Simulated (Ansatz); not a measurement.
# Al2Ru: a line through a two-coordinate scan

The task here is to estimate one member of a computed series from the others.

Program: Ansatz 0.2.0. Level of theory: DFT LDA, scalar-relativistic, plane waves, PAW. These are calculated values, not measurements.

28 further runs of the same task are left out: 28 set aside as unsound or not needed.

### The system as given

Symmetry: I4/mmm, No. 139, tetragonal system. Conventional cell: a = 3.099 Å, b = 3.099 Å, c = 8.351 Å, α = 90.00°, β = 90.00°, γ = 90.00°. Al (site symmetry 4mm) has 5 Ru at 2.56 to 2.85 Å and 5 Al at 2.66 to 2.67 Å as nearest neighbours. Ru (site symmetry 4/mmm) has 10 Al at 2.56 to 2.85 Å as nearest neighbours.

As a file:

```xyz
3
Lattice="-1.5495 1.5495 4.1753 1.5495 -1.5495 4.1753 1.5495 1.5495 -4.1753" Properties=species:S:1:pos:R:3 pbc="T T T"
Al    0.0000    0.0000    5.5038
Al    0.0000    0.0000    2.8468
Ru    0.0000    0.0000    0.0000
```

It goes back to an entry of the Materials Project, which need not be the stable form.

This cell was relaxed beforehand with the same method: volume 13.37 Å³/atom, gap on the mesh none (metal).

### What is varied

The energy is mapped over volume and a fixed ferromagnetic moment.

First coordinate, volume per atom: 7 values from 10.02 to 16.71 Å³. Second coordinate, total spin moment of the cell, held fixed: 9 values from 0.000 to 1.500 μB.

Nothing else is relaxed (shape and fractional coordinates fixed). Points are written as (first, second).

The first run:

File input.yaml:

```yaml
crystal:
  lattice:
    - [-1.4077682916, 1.4077682916, 3.7934989081]
    - [1.4077682916, -1.4077682916, 3.7934989081]
    - [1.4077682916, 1.4077682916, -3.7934989081]
  atoms:
    - { symbol: Al, position: [0.6590860915, 0.6590860915, 0.0] }
    - { symbol: Al, position: [0.3409139085, 0.3409139085, 0.0] }
    - { symbol: Ru, position: [0.0, 0.0, 0.0], spin: 0.562 }
basis:
  ecutwfc: 420
kpoints:
  mp_grid: { grid: [20, 20, 20] }
hamiltonian:
  xc: lda
  pseudopotentials: { kind: paw, azcp: { folder: soft_1 } }
scf:
  occupations: { method: gaussian, width: 0.15 }
  lower_state_search: "off"
output:
  forces: true
  stress: true
  eigenvalues: true
  populations: true
magnetization:
  spin_polarized: true
  initial_magnetization: 0.5625
  spin_locking: { lock_magnetization: hard }
```

On the command line:

```sh
$ ansatz run input.yaml --threads 4 --pin off --max-ram 8192MiB --backend cpu --events-out ev --progress --plain --runs-dir out
```

Among the steps run: The run at (10.02 Å³, 0.562 μB); The run at (11.14 Å³, 0.562 μB); Grid point (12.25 Å³, 0.562 μB); Grid point (14.48 Å³, 0.562 μB); The run at (15.59 Å³, 0.562 μB); The run at (16.71 Å³, 0.562 μB).

One of the session's tables, all rows but one given; the rest of the session is left out.

It belongs to the step «The line in numbers». 

```
volume per atom (Å³)  energy (meV/atom)  pressure (GPa)  largest force on an atom (eV/Å)
               10.02                849             103                             1.32
               11.14                323              53                             0.62
               12.25                 73              21                             0.14
               13.37                  0               1                             0.20
               14.48                  ?               ?                                ?
               15.59                152             −20                             0.61
               16.71                310             −25                             0.72
```

**Question.** Estimate the row for volume per atom (Å³) = 14.48.

Worked estimate for «energy (meV/atom)». A straight line through the neighbours (13.37, 0) and (15.59, 152) gives 0 + (152 − 0) × (14.48 − 13.37) / (15.59 − 13.37) = 76; a parabola fitted to 4 rows on both sides gives 38.

The run gave: energy (meV/atom): 40; pressure (GPa): −12; largest force on an atom (eV/Å): 0.44. In «energy (meV/atom)» the line misses by +36 and the parabola by -2.

Energies count from the lowest point of the line. Rows without a step come from runs not printed here or follow by symmetry.

Three points round the minimum, joined by a parabola, put the minimum at 13.532 Å³, with a curvature of about 91 meV/atom per (Å³)². The well is lopsided: two grid steps out, the energy rises by 323 meV/atom towards smaller values and 152 meV/atom towards larger ones. The highest point computed, at 10.02 Å³, lies 849 meV/atom above the lowest.

Limits of these values: Warnings in the runs' records: pseudo functional mismatch, stress scf threshold loose.
